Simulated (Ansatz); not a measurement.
# Cl3HOSn: a ladder of functionals and wavefunction methods

How much do the methods differ for Cl3HOSn? The plan is to run it at one geometry with functionals of several rungs and with coupled cluster. The yardstick is the atomisation energy at the CCSD(T) limit.

Program: Ansatz 0.2.0, Gaussian basis. Level of theory: functionals in def2-TZVPP, the program's frozen cores in correlated methods. These are calculated values, not measurements.

Plan: LDA (SPW92), PBE-D4, revPBE-D4, BLYP-D4, r2SCAN-D4, B97M-V, PBE0-D4, B3LYP-D4, r2SCANh-D4, r2SCAN0-D4, HSE06-D4, BHLYP-D4, CAM-B3LYP-D4, LC-ωPBE, ωB97X-V, ωB97M-V, B2PLYP, PBE-QIDH; CCSD(T)/def2-SVP; CCSD(T)/def2-TZVPP; MP2/def2-QZVPP; extrapolation to the limit; RPA on PBE.

## Step 1: Structure used throughout

All runs share one geometry, relaxed beforehand with PBE0-D4 in a triple-zeta def2 set. Sn takes the def2 core potential; no spin-orbit term is included.

SMILES `[OH][Sn]([Cl])([Cl])[Cl]`, 6 atoms, charge 0, spin multiplicity 1.

Atoms are counted from 1 here; the program's logs count them from 0.

Bond lengths: O1–Sn2 1.932 Å, O1–H6 0.962 Å, Sn2–Cl3 2.281 Å, Sn2–Cl4 2.296 Å, Sn2–Cl5 2.296 Å. Angles: Sn2–O1–H6 113.2°, O1–Sn2–Cl3 106.3°, O1–Sn2–Cl4 110.7°, O1–Sn2–Cl5 110.6°, Cl3–Sn2–Cl4 110.5°, Cl3–Sn2–Cl5 110.6°, Cl4–Sn2–Cl5 108.2°.

## Step 2: LDA

This LDA is Slater exchange with PW92 correlation.

The input, in.yaml:

```yaml
crystal:
  periodic: [false, false, false]
  atoms:
    - {symbol: O, position_ang: [-0.674271, 0.477544, 1.363626]}
    - {symbol: Sn, position_ang: [0.251858, -0.201041, -0.189942]}
    - {symbol: Cl, position_ang: [1.931171, -1.529702, 0.595266]}
    - {symbol: Cl, position_ang: [-1.175398, -1.411255, -1.519524]}
    - {symbol: Cl, position_ang: [1.104982, 1.525864, -1.439200]}
    - {symbol: H, position_ang: [-1.396141, 1.074489, 1.143575]}
basis:
  gaussian: {orbitals: def2-TZVPP}
hamiltonian: {xc: lda}
output: {orbitals: {seedname: orbitals}}
```

Further steps of the session: PBE-D4 (GGA); revPBE-D4 (GGA); BLYP-D4 (GGA); r2SCAN-D4 (meta-GGA); B97M-V (meta-GGA); PBE0-D4 (hybrid); B3LYP-D4 (hybrid); r2SCANh-D4 (hybrid); r2SCAN0-D4 (hybrid); HSE06-D4 (hybrid); BHLYP-D4 (hybrid); CAM-B3LYP-D4 (range-separated); LC-ωPBE-D4 (range-separated); ωB97X-V (range-separated); ωB97M-V (range-separated); B2PLYP (double hybrid); PBE-QIDH (double hybrid); CCSD(T) in def2-SVP; CCSD(T) in def2-TZVPP; MP2 in def2-QZVPP; RPA on PBE orbitals.

Q: Predict the results of all the runs planned. Wanted: atomisation energy, CCSD(T)/CBS; farthest beyond LDA; mean size of error, GGA; mean size of error, meta-GGA; mean size of error, hybrid; mean size of error, range-separated; mean size of error, double hybrid; gap, smallest and largest; T1 diagnostic.

As calculated:

| quantity | value |
| --- | --- |
| atomisation energy, CCSD(T)/CBS | 432.4 kcal/mol |
| functionals within 4.3 kcal/mol (1.0 %) | PBE-D4, r2SCAN-D4, B97M-V, ωB97X-V |
| farthest beyond LDA | BHLYP-D4 (-34.0 kcal/mol) |
| mean size of error, GGA | 10.6 kcal/mol |
| mean size of error, meta-GGA | 3.9 kcal/mol |
| mean size of error, hybrid | 16.6 kcal/mol |
| mean size of error, range-separated | 10.1 kcal/mol |
| mean size of error, double hybrid | 15.7 kcal/mol |
| gap, smallest and largest | 4.16 eV (LDA (SPW92)), 11.97 eV (LC-ωPBE) |
| T1 diagnostic | 0.0119 |
| triples share of the correlation energy | 3.8 % |

In words: LDA overbinds by 68.5 kcal/mol (16 %). PBE-D4 is off by +2.7 kcal/mol. Double hybrids carry the basis error of their MP2 part in triple zeta, and no dispersion term here, so their miss is partly the set-up's. Taken by rung, meta-GGA functionals do best (3.9 kcal/mol on average) and hybrid ones worst beyond LDA (16.6 kcal/mol). The mean of the hybrids holds BHLYP, with half exact exchange. Misses under about 4.3 kcal/mol are within the doubt on the reference itself, which lacks core-valence correlation, spin-orbit coupling and higher excitations, and its outer-core shells are covered unevenly. All levels share the lack of spin-orbit coupling, which lowers the free heavy atoms and so the true binding. Hartree-Fock recovers 65 % of the binding; the rest is correlation. CCSD(T) in def2-SVP is off by -54.3 kcal/mol, which most functionals beat. Orbital gaps span 4.2 to 12.0 eV; exact exchange widens them. Correlated methods include outer-core shells of Sn, which these sets cover unevenly.
